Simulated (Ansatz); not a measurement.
Working through a formation energy from the elements of Ni3Bi and its elements

Computed with Ansatz's Python interface.

At the Python prompt:
```pycon
>>> from collections import Counter
>>> import warnings
>>> import ansatz as az
>>> import numpy as np
>>> PHASES = {
...     "Ni3Bi": (
...         [(3.82201, 0.0, 0.0), (0.0, 3.82201, 0.0), (0.0, 0.0, 3.82201)],
...         [
...             ("Ni", (0.0, 0.5, 0.5)),
...             ("Ni", (0.5, 0.0, 0.5)),
...             ("Ni", (0.5, 0.5, 0.0)),
...             ("Bi", (0.0, 0.0, 0.0)),
...         ],
...     ),
...     "Ni": (
...         [(0.0, 1.76194, 1.76194), (1.76194, 0.0, 1.76194), (1.76194, 1.76194, 0.0)],
...         [
...             ("Ni", (0.0, 0.0, 0.0)),
...         ],
...     ),
...     "Bi": (
...         [(2.2675, 1.30914, 3.938), (-2.2675, 1.30914, 3.938), (0.0, -2.61828, 3.938)],
...         [
...             ("Bi", (0.234, 0.234, 0.234)),
...             ("Bi", (0.766, 0.766, 0.766)),
...         ],
...     ),
... }
>>> MOMENTS = {"Ni": 1.5}  # parallel starting moments in muB
>>> def build(vectors, sites):
...     crystal = az.Crystal(lattice=az.Lattice.of(vectors))
...     for symbol, position in sites:
...         crystal = crystal.atom(symbol, position)
...     return crystal
...
>>> POLARISED = {"Ni3Bi", "Ni"}
>>> def run_phase(name, crystal):
...     calc = (
...         crystal.calculation()
...         .functional(az.Functional.PBE)
...         .basis(500)
...         .kpoints(spacing=0.3)
...         .occupations("fermi_dirac", width=0.1)
...         .stress()
...     )
...     if name in POLARISED:
...         calc = calc.spin("collinear")
...     calc = calc.relax(force_tolerance=0.01, cell=True)
...     return calc.run(threads=1)
...
>>> def counts(outcome):
...     return Counter(site.symbol for site in outcome.lattice.sites)
...
>>> def formation_energy(outcome, mu):
...     n = counts(outcome)
...     return (outcome.report["energy_sigma0_ev"] - sum(k * mu[element] for element, k in n.items())) / sum(n.values())
...
>>> def volume_per_atom(outcome):
...     return abs(np.linalg.det(outcome.lattice.cell_ang)) / len(outcome.lattice.sites)
...
>>> warnings.simplefilter("ignore", az.DeckWarning)
>>> phases = {name: build(*cell) for name, cell in PHASES.items()}
>>> for name in ["Ni3Bi", "Ni"]:
...     phases[name] = phases[name].moments({e: m for e, m in MOMENTS.items() if e in phases[name].species()})
...
>>> done = {}
>>> for name, crystal in phases.items():
...     done[name] = run_phase(name, crystal)
...     print(f"{name}: {done[name].report['energy_sigma0_ev']:.4f} eV, {len(done[name].lattice.sites)} atoms")
...
RunWarning: the starting moments were not kept: the SCF closed with an absolute magnetisation of 5.0e-6 μB, where they sum to 4.5 μB in size (3 sites). That is at most 0.1 of that sum. Measured as dr2_m measures the in/out step, that magnetisation stands [...]
Ni3Bi: -29915.0553 eV, 4 atoms
Ni: -5839.7236 eV, 1 atoms
Bi: -24793.1296 eV, 2 atoms
>>> # chemical potentials of the elements at zero temperature
>>> references = {"Ni": "Ni", "Bi": "Bi"}
>>> mu = {element: done[name].report["energy_sigma0_ev"] / len(done[name].lattice.sites) for element, name in references.items()}
>>> target = done["Ni3Bi"]
>>> heat = formation_energy(target, mu)
>>> for element, value in mu.items():
...     print(f"mu({element}) = {value:.4f} eV from {references[element]}, {volume_per_atom(done[references[element]]):.2f} A^3/atom")
...
mu(Ni) = -5839.7236 eV from Ni, 10.89 A^3/atom
mu(Bi) = -12396.5648 eV from Bi, 37.01 A^3/atom
>>> print(f"formation energy of Ni3Bi: {heat:.4f} eV/atom = {96.4853 * heat:.1f} kJ/mol of atoms")
formation energy of Ni3Bi: 0.1701 eV/atom = 16.4 kJ/mol of atoms
```

The formation energy is +0.170 eV an atom (+16.4 kJ per mole of atoms), so Ni3Bi lies above the reference phases.

Caveats:
- Absolute energies stand on the zero of these potentials, so only differences at equal settings mean something.
- The SCF didn't keep the moments it started from (some shrank, vanished or turned); what is printed is the state reached.
- For the metals among these phases the mesh is modest: differences between phases can be off by up to 40 meV an atom.
- Spin-orbit coupling, which matters for elements this heavy, is left out.
- The cells come from databases of deposited and of computed structures, and not all need be stable phases.
- Warnings are shown shortened and without file and line.
- The compound is the structure given, not necessarily its lowest; energies are at zero temperature, with no correction for gases. Magnetic phases start from parallel moments and may not end in their lowest magnetic state. A semilocal functional's error on such energies is often 0.05 to 0.1 eV an atom, and 0.1 to 0.3 eV against gases such as O2 or F2.
- The script silences the warnings on its input, which a real study should read.
- Finished in 45 s on 1 thread of Intel(R) Xeon(R) 6975P-C (Granite Rapids) (shared host), peak memory 0.52 GiB.

(Lines on the test bed's own set-up are left out of the output.)
